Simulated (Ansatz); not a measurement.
# C₂H₆BNSe: one species, many methods

An exercise on one series of results from a longer session: the logs are not shown, and one member is left open.

The runs use Ansatz 0.2.0, Gaussian basis; functionals in def2-TZVPP, the program's frozen cores in correlated methods.

The runs, in order: PBE-D4, r2SCAN-D4, PBE0-D4, B3LYP-D4, ωB97X-V, ωB97M-V, B2PLYP; CCSD(T)/def2-TZVPP; MP2/def2-QZVPP; extrapolation to the limit.

### The relaxed structure

All runs share one geometry, relaxed beforehand with PBE0-D4 in a triple-zeta def2 set.

SMILES `CB(N)C=[Se]`, 11 atoms, charge 0, spin multiplicity 1.

Atoms are counted from 1 here; the program's logs count them from 0.

Bond lengths: C1–B2 1.566 Å, C1–H6 1.094 Å, C1–H7 1.094 Å, C1–H8 1.093 Å, B2–N3 1.397 Å, B2–C4 1.575 Å, N3–H9 1.006 Å, N3–H10 1.007 Å, C4–Se5 1.757 Å, C4–H11 1.093 Å. Angles: B2–C1–H6 110.7°, B2–C1–H7 110.5°, B2–C1–H8 113.5°, H6–C1–H7 105.3°, H6–C1–H8 108.3°, H7–C1–H8 108.2°, C1–B2–N3 121.6°, C1–B2–C4 122.9°, N3–B2–C4 115.5°, B2–N3–H9 123.0°, B2–N3–H10 123.4°, H9–N3–H10 113.6°, B2–C4–Se5 125.3°, B2–C4–H11 118.6°, Se5–C4–H11 116.1°.

Set-up of the first run:

The input, in.yaml:

```yaml
crystal:
  periodic: [false, false, false]
  atoms:
    - {symbol: C, position_ang: [-0.940499, -0.264677, 1.022167]}
    - {symbol: B, position_ang: [0.112460, 0.125156, -0.069874]}
    - {symbol: N, position_ang: [0.630477, 1.419033, -0.158403]}
    - {symbol: C, position_ang: [0.659772, -0.898195, -1.134399]}
    - {symbol: Se, position_ang: [0.150374, -2.572364, -1.287438]}
    - {symbol: H, position_ang: [-1.845084, -0.669772, 0.559185]}
    - {symbol: H, position_ang: [-0.555242, -1.068695, 1.656675]}
    - {symbol: H, position_ang: [-1.228329, 0.569725, 1.666401]}
    - {symbol: H, position_ang: [0.357940, 2.162819, 0.462017]}
    - {symbol: H, position_ang: [1.308615, 1.697789, -0.847951]}
    - {symbol: H, position_ang: [1.415017, -0.557918, -1.847681]}
basis:
  gaussian: {orbitals: def2-TZVPP}
hamiltonian: {xc: pbe, dispersion: d4}
output: {forces: true, orbitals: {seedname: orbitals}}
```

Command:

```console
$ ansatz run in.yaml --threads 4 --pin off --events-out ev --progress --plain --max-ram 10444MiB
```

Among the steps run: PBE-D4 (GGA); r2SCAN-D4 (meta-GGA); PBE0-D4 (hybrid); B3LYP-D4 (hybrid); ωB97X-V (range-separated); ωB97M-V (range-separated); B2PLYP (double hybrid); CCSD(T) in def2-TZVPP; MP2 in def2-QZVPP.

One of the session's tables, all rows but one given; the rest of the session is left out.

| method | atomisation energy (kJ/mol) |
| --- | --- |
| PBE-D4 | ? |
| r2SCAN-D4 | 4220.4 |
| PBE0-D4 | 4234.1 |
| B3LYP-D4 | 4222.9 |
| ωB97X-V | 4203.7 |
| ωB97M-V | 4211.3 |
| B2PLYP | 4173.4 |
| HF/def2-TZVPP | 3023.2 |
| MP2/def2-TZVPP | 4161.1 |
| CCSD/def2-TZVPP | 4016.4 |
| CCSD(T)/def2-TZVPP | 4090.5 |
| MP2/CBS | 4272.4 |
| CCSD(T)/CBS | 4201.8 |

Estimate the missing values for PBE-D4.

The run gave: atomisation energy (kJ/mol): 4322.6. In the column «atomisation energy (kJ/mol)» it is the highest.
